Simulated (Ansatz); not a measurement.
# GdCu3 (AuCu3 type): a single-point run

Wanted: a converged single-point run for GdCu3 (AuCu3 type), and a check of what comes out. The structure is shown as the input types it.

Method: DFT PBEsol, scalar-relativistic, plane waves, PAW, in Ansatz 0.2.0.

### 1 Starting point

Symmetry: Pm-3m, No. 221, cubic system. Conventional cell: a = 4.036 Å, b = 4.036 Å, c = 4.036 Å, α = 90.00°, β = 90.00°, γ = 90.00°. Around Gd (site symmetry m-3m) lie 12 Cu at 2.85 Å. Cu (site symmetry 4/mmm) is surrounded by 4 Gd at 2.85 Å and 8 Cu at 2.85 Å.

Structure file:

```cif
data_structure
_symmetry_space_group_name_H-M 'Pm-3m'
_symmetry_Int_Tables_number 221
_cell_length_a 4.0361
_cell_length_b 4.0361
_cell_length_c 4.0361
_cell_angle_alpha 90.000
_cell_angle_beta 90.000
_cell_angle_gamma 90.000
_cell_volume 65.75
loop_
_atom_site_label
_atom_site_type_symbol
_atom_site_symmetry_multiplicity
_atom_site_Wyckoff_symbol
_atom_site_fract_x
_atom_site_fract_y
_atom_site_fract_z
_atom_site_occupancy
Gd1 Gd 1 a 0.00000 0.00000 0.00000 1
Cu1 Cu 3 c 0.00000 0.50000 0.50000 1
```

### 2 Input and run

The input, input.yaml:

```yaml
crystal:
  lattice:
    - [4.0361002085, 0.0, 0.0]
    - [0.0, 4.0361002085, 0.0]
    - [0.0, 0.0, 4.0361002085]
  atoms:
    - { symbol: Gd, position: [0.0, 0.0, 0.0], spin: 7.0 }
    - { symbol: Cu, position: [0.0, 0.5, 0.5] }
    - { symbol: Cu, position: [0.5, 0.5, 0.0] }
    - { symbol: Cu, position: [0.5, 0.0, 0.5] }
basis:
  ecutwfc: 420
  ecutrho_ratio: 4
kpoints:
  mp_grid: { grid: [8, 8, 8] }
hamiltonian:
  xc: pbesol
scf:
  occupations: { method: gaussian, width: 0.05 }
  convergence: { dr2_threshold: 1.0e-20 }
  max_iter: 100
output:
  forces: true
  stress: true
magnetization:
  spin_polarized: true
```

Run with:

```sh
$ ansatz run input.yaml --threads 4 --pin off --max-ram 4096MiB --backend cpu --events-out ev --progress --plain --runs-dir out
```

Q: Will this input give a usable result? If not, why, and what should change?

This run ends as converged. Convergence says nothing about whether the input makes sense.

The suspect setting: scf.convergence.dr2_threshold is 1.0e-20. The risk: threshold needlessly tight. Once met, so tight a threshold does no harm; it costs cycles.

The test: delete scf.convergence.dr2_threshold (the default then holds).
